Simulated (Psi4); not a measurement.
**One shape, several levels: SiHBr (SMILES [SiH]Br)**

Aim: a comparison of 3 runs (TPSSh/def2-SVP, B3LYP/6-31G*, CCSD/def2-SVP) of SiHBr. 

Program for the calculation: Psi4 1.11.

8 further runs of the same task are left out: 4 for a known fault of the program, 3 that didn't finish, 1 set aside as unsound or not needed.

### Step 1. The structure to begin with

SiHBr: 3 atoms, total charge 0, spin state singlet. As SMILES, `[SiH]Br`. Geometry: relaxed at PBE0-D4/def2-TZVP.

Bond lengths: Si1–Br2 2.245 Å, Si1–H3 1.527 Å. Angles: Br2–Si1–H3 94.0°.

### Step 2. The energy at TPSSh/def2-SVP (run 1)

Input file job.dat:

```
memory 1600 mb

molecule mol {
  Si    -0.624700     0.521900    -0.296100
  Br     1.340900     0.401500     0.781400
  H     -0.727100    -0.988300    -0.498600
  symmetry c1
}

set basis def2-SVP
set puream true
set e_convergence 1e-09
set d_convergence 1e-08
set scf_type pk
set dft_radial_points 99
set dft_spherical_points 590

energy_value, wavefunction = energy('tpssh', return_wfn=True)
```

Run with:

```sh
$ psi4 job.dat job.out -n 1
```

job.out:

```text
[...]
  Running in c1 symmetry.
[...]
  Nuclear repulsion =  126.973584171130398
[...]
  Multiplicity = 1
[...]
  Nalpha       = 25
  Nbeta        = 25
[...]
    Number of basis functions: 55
[...]
   @RKS iter   1: -2863.44474426836132   -1.34160e+00   2.51525e-02 DIIS/ADIIS
[...]
   @RKS iter  11: -2863.76378478955667   -8.18545e-12   6.39004e-09 DIIS
[...]
  @RKS Final Energy: -2863.76378478955667
   => Energetics <=
    Nuclear Repulsion Energy =            126.9735841711303976
    One-Electron Energy =               -4236.2947822228761652
    Two-Electron Energy =                1347.0282925803626313
    DFT Exchange-Correlation Energy =    -101.4708793181737718
    Empirical Dispersion Energy =           0.0000000000000000
    VV10 Nonlocal Energy =                  0.0000000000000000
    Total Energy =                      -2863.7637847895566665
[...]
 Multipole Moments:
 ------------------------------------------------------------------------------------
     Multipole            Electronic (a.u.)      Nuclear  (a.u.)        Total (a.u.)
 ------------------------------------------------------------------------------------
 L = 1.  Multiply by 2.5417464519 to convert [e a0] to [Debye]
 Dipole X            :          6.4948768           -6.8355258           -0.3406490
 Dipole Y            :          1.0467051           -1.1682352           -0.1215301
 Dipole Z            :          0.0000000            0.0000000            0.0000000
 Magnitude           :                                                    0.3616785
[...]
```

It took 9.6 s on 1 thread of AMD EPYC 9R45 (Zen 5), shared host; peak memory 0.73 GiB.

### Step 3. Energy and gradient at B3LYP/6-31G(d) (Cartesian functions) (run 2)

Input file brhsi.xyz:

```xyz
3
BrHSi
Si    -0.624700     0.521900    -0.296100
Br     1.340900     0.401500     0.781400
H     -0.727100    -0.988300    -0.498600
```

Input file brhsi_ase.py:

```python
import numpy as np
from ase.calculators.psi4 import Psi4
from ase.io import read

atoms = read('brhsi.xyz')
calc = Psi4(atoms=atoms, method='b3lyp', basis='6-31G*', memory='1600MB', num_threads=1, charge=0, multiplicity=1, label='calc')
calc.psi4.set_options({'puream': False, 'e_convergence': 1e-09, 'd_convergence': 1e-08, 'scf_type': 'pk', 'dft_radial_points': 99, 'dft_spherical_points': 590})
atoms.calc = calc

forces = atoms.get_forces()
print(f'energy: {atoms.get_potential_energy():.6f} eV')
print('forces / eV A^-1')
print(np.round(forces, 5))
```

Run with:

```sh
$ python brhsi_ase.py
```

calc.dat:

```text
[...]
  Running in c1 symmetry.
[...]
  Nuclear repulsion =  126.973584171130398
[...]
  Multiplicity = 1
[...]
  Nalpha       = 25
  Nbeta        = 25
[...]
    Number of basis functions: 56
[...]
   @RKS iter   1: -2863.61756861162576   -1.40431e+00   2.92709e-02 ADIIS/DIIS
[...]
   @RKS iter  11: -2863.96569047314870    9.09495e-13   4.95943e-09 DIIS
[...]
  @RKS Final Energy: -2863.96569047314870
   => Energetics <=
    Nuclear Repulsion Energy =            126.9735841711303976
    One-Electron Energy =               -4236.2196013778939232
    Two-Electron Energy =                1335.8023838824524319
    DFT Exchange-Correlation Energy =     -90.5220571488378454
    Empirical Dispersion Energy =           0.0000000000000000
    VV10 Nonlocal Energy =                  0.0000000000000000
    Total Energy =                      -2863.9656904731486975
[...]
  -Total Gradient:
     Atom            X                  Y                   Z
    ------   -----------------  -----------------  -----------------
       1        0.007247577772    -0.001102851651     0.003909370886
       2       -0.008064261414    -0.000070154524    -0.004475103585
       3        0.000815218804     0.001173593804     0.000564977818
[...]
```

On the terminal:

```text
energy: -77932.475964 eV
forces / eV A^-1
[[-0.37269  0.05671 -0.20103]
 [ 0.41468  0.00361  0.23012]
 [-0.04192 -0.06035 -0.02905]]
```

It took 6.9 s on 1 thread of AMD EPYC 9R45 (Zen 5), shared host; peak memory 0.47 GiB.

### Step 4. A single-point energy at CCSD/def2-SVP (DKH2, C-PCM tetrahydrofuran) (run 3)

Input file brhsi.py:

```python
import psi4

psi4.set_memory('1600 MB')
psi4.set_num_threads(1)
psi4.set_output_file('brhsi.out', False)

m = psi4.geometry("""
Si    -0.624700     0.521900    -0.296100
Br     1.340900     0.401500     0.781400
H     -0.727100    -0.988300    -0.498600
symmetry c1
""")

psi4.set_options({
    'basis': 'def2-SVP',
    'scf_type': 'pk',
    'freeze_core': True,
    'relativistic': 'dkh',
    'dkh_order': 2,
    'pcm': True,
})
psi4.pcm_helper("""
  Units = Angstrom
  Medium {
    SolverType = CPCM
    Solvent = THF
  }
  Cavity {
    Type = GePol
    RadiiSet = UFF
    Scaling = False
    Area = 0.4
    Mode = Implicit
  }
""")

e_tot = psi4.energy('ccsd', molecule=m)
print('E =', round(e_tot, 9))
for k, v in sorted(psi4.core.scalar_variables().items()):
    print(f'{k:45s} {v:18.10f}')
```

Run with:

```sh
$ python brhsi.py
```

brhsi.out:

```text
[...]
  Running in c1 symmetry.
[...]
  Nuclear repulsion =  126.973584171130398
[...]
  Multiplicity = 1
[...]
  Nalpha       = 25
  Nbeta        = 25
[...]
    Number of basis functions: 55
[...]
   @RHF iter   1: -2885.30134426579707   -1.99767e+00   1.99395e-02 DIIS/ADIIS
[...]
   @RHF iter  11: -2885.51200863533541   -7.27596e-12   5.27750e-09 DIIS
[...]
  @RHF Final Energy: -2885.51200863533541
   => Energetics <=
    Nuclear Repulsion Energy =            126.9735841711303976
    One-Electron Energy =               -4263.5857296691228839
    Two-Electron Energy =                1251.1077090788021451
    PCM Polarization Energy =              -0.0075722161454466
    Total Energy =                      -2885.5120086353354054
[...]
 Multipole Moments:
 ------------------------------------------------------------------------------------
     Multipole            Electronic (a.u.)      Nuclear  (a.u.)        Total (a.u.)
 ------------------------------------------------------------------------------------
 L = 1.  Multiply by 2.5417464519 to convert [e a0] to [Debye]
 Dipole X            :          6.0414211           -6.8355258           -0.7941047
 Dipole Y            :          1.0243705           -1.1682352           -0.1438647
 Dipole Z            :         -0.0000000            0.0000000           -0.0000000
 Magnitude           :                                                    0.8070312
[...]
      * MP2 total energy                      = -2885.819717588952244
[...]
      * CCSD total energy                     = -2885.840534882148404
```

Standard output:

```text
E = -2885.840534882
CC D1 DIAGNOSTIC                                    0.0355266534
CC D2 DIAGNOSTIC                                    0.2082755761
CC NEW D1 DIAGNOSTIC                                0.0355266534
CC T1 DIAGNOSTIC                                    0.0105839619
CCSD CORRELATION ENERGY                            -0.3285262405
CCSD DOUBLES ENERGY                                -0.3285262405
CCSD ITERATIONS                                    14.0000000000
CCSD OPPOSITE-SPIN CORRELATION ENERGY              -0.2476011661
CCSD SAME-SPIN CORRELATION ENERGY                  -0.0809250744
CCSD SINGLES ENERGY                                 0.0000000000
CCSD TOTAL ENERGY                               -2885.8405348821
CURRENT CORRELATION ENERGY                         -0.3285262405
CURRENT ENERGY                                  -2885.8405348821
CURRENT REFERENCE ENERGY                        -2885.5120086353
DD SOLVATION ENERGY                                 0.0000000000
HF KINETIC ENERGY                                2864.1842070975
HF POTENTIAL ENERGY                             -5749.6962157328
HF TOTAL ENERGY                                 -2885.5044364192
MP2 CORRELATION ENERGY                             -0.3077089473
MP2 DOUBLES ENERGY                                 -0.3077089473
MP2 OPPOSITE-SPIN CORRELATION ENERGY               -0.2211258052
MP2 SAME-SPIN CORRELATION ENERGY                   -0.0865831421
MP2 SINGLES ENERGY                                 -0.0000000000
MP2 TOTAL ENERGY                                -2885.8197175890
NUCLEAR REPULSION ENERGY                          126.9735841711
ONE-ELECTRON ENERGY                             -4263.5857296691
PCM POLARIZATION ENERGY                            -0.0075722161
PE ENERGY                                           0.0000000000
SCF ITERATION ENERGY                            -2885.5120086353
SCF ITERATIONS                                     11.0000000000
SCF TOTAL ENERGY                                -2885.5120086353
TWO-ELECTRON ENERGY                              1251.1077090788
```

It took 6 s on 1 thread of AMD EPYC 9R45 (Zen 5), shared host; peak memory 0.25 GiB.

### Step 5. Overview of the runs

```
run                                        level      task  Cartesian functions   energy (Eh)  dipole moment (D)  HOMO energy (eV)  LUMO energy (eV)  wall time
  1                               TPSSh/def2-SVP    energy                   no  -2863.763785               0.92             -6.42             -3.51      9.6 s
  2           B3LYP/6-31G* (Cartesian functions)  gradient                  yes  -2863.965690               1.25             -6.77             -3.27      6.9 s
  3  CCSD/def2-SVP (DKH2, C-PCM tetrahydrofuran)    energy                   no  -2885.840535                  –             -9.18              0.72        6 s
```

### Step 6. Outcome

```
                                           quantity           value
                                run 3: total energy  -2885.84053 Eh
         run 3: HOMO energy (Hartree–Fock orbitals)        -9.18 eV
         run 3: LUMO energy (Hartree–Fock orbitals)         0.72 eV
       run 3: HOMO–LUMO gap (Hartree–Fock orbitals)         9.90 eV
run 3: correlation energy (14 core orbitals frozen)      -328.5 mEh
                  run 3: solvent term in the energy    -19.9 kJ/mol
                               run 3: T1 diagnostic           0.011
```

Totals of different functionals can't be ranked against each other. Some runs of one species differ in core potentials or relativity; totals across that change don't compare. All runs together took 23 s, the longest 9.6 s.
